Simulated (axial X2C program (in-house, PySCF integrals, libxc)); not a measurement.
# CuS: properties at the nuclei

Aim: properties at the nuclei of CuS, with spin–orbit coupling in the Hamiltonian from the start.

Method: two-component X2C with atomic mean-field terms, Cu dyall-cv3z, S dyall-av3z; program: an in-house X2C program for linear molecules on PySCF integrals.

All values are calculated.

## 1. The job

task.json reads:

```json
{
 "zs": [
  29,
  16
 ],
 "q": 0,
 "bas": [
  "dyall-cv3z",
  "dyall-av3z"
 ],
 "r0": 2.09,
 "levels": [
  "PBE0",
  "HF",
  "BP86",
  "BHandHLYP",
  "TPSSh"
 ],
 "nst": 3
}
```

Keys: zs atomic numbers; q charge; bas basis sets; r0 starting distance in Å; levels methods (HF also brings MP2); nst determinants followed.

Run with:

```sh
python soeom.py task.json out
```

After this run come: Expectation values, lowest determinant; Expectation values, a higher determinant; Expectation values, a higher determinant.

Before running it: what results should come out? Wanted: lowest determinant; Eeff magnitude; Ws magnitude Cu; A∥/gI Cu; qzz Cu; higher determinant (for each run or level that gives them).

**Answer**, as computed:

```
                                        quantity                                                  value
                              lowest determinant                Ω = 3/2 (excess of +ω over −ω: ω = 3/2)
                    Eeff magnitude (GV/cm), PBE0                                                 0.0588
                     Ws magnitude Cu (kHz), PBE0                                                0.00561
                            A∥/gI Cu (MHz), PBE0                                                   24.5
                             qzz Cu (a.u.), PBE0                                                   0.49
                              higher determinant                Ω = 1/2 (excess of +ω over −ω: ω = 1/2)
Eeff magnitude (GV/cm), PBE0, higher determinant                                                 0.0642
 Ws magnitude Cu (kHz), PBE0, higher determinant                                                 0.0182
        A∥/gI Cu (MHz), PBE0, higher determinant                                                    387
         qzz Cu (a.u.), PBE0, higher determinant                                                   0.48
                              higher determinant  Ω = 1/2 (excess of +ω over −ω: 2 × ω = -1/2, ω = 3/2)
Eeff magnitude (GV/cm), PBE0, higher determinant                                                   1.73
 Ws magnitude Cu (kHz), PBE0, higher determinant                                                   1.34
        A∥/gI Cu (MHz), PBE0, higher determinant                                                  -2260
         qzz Cu (a.u.), PBE0, higher determinant                                                  -0.50
```

What this shows: In the first state, the effective field runs from 0.0296 to 0.0786 GV/cm over the mean-field levels, so the levels don't agree on it. The expectation values come from single determinants, which for open shells can mix terms of unlike spin or miss the lowest Ω, so a determinant need not be a state. Eeff is the effective electric field on the electron dipole moment in this Ω state and Ws the scalar–pseudoscalar constant (defined with the proton number Z and per Ω); A∥ is the parallel hyperfine constant, which follows by multiplying with the nuclear g factor gI = μI/(I μN); qzz is the electric field gradient, eQq0 = 234.96 MHz × Q/barn × qzz; μ is positive if S is the positive end. The operators were transformed with the bare-nucleus X2C matrices. A second determinant lies within 0.1 eV of the first, so their order is not settled at this level.
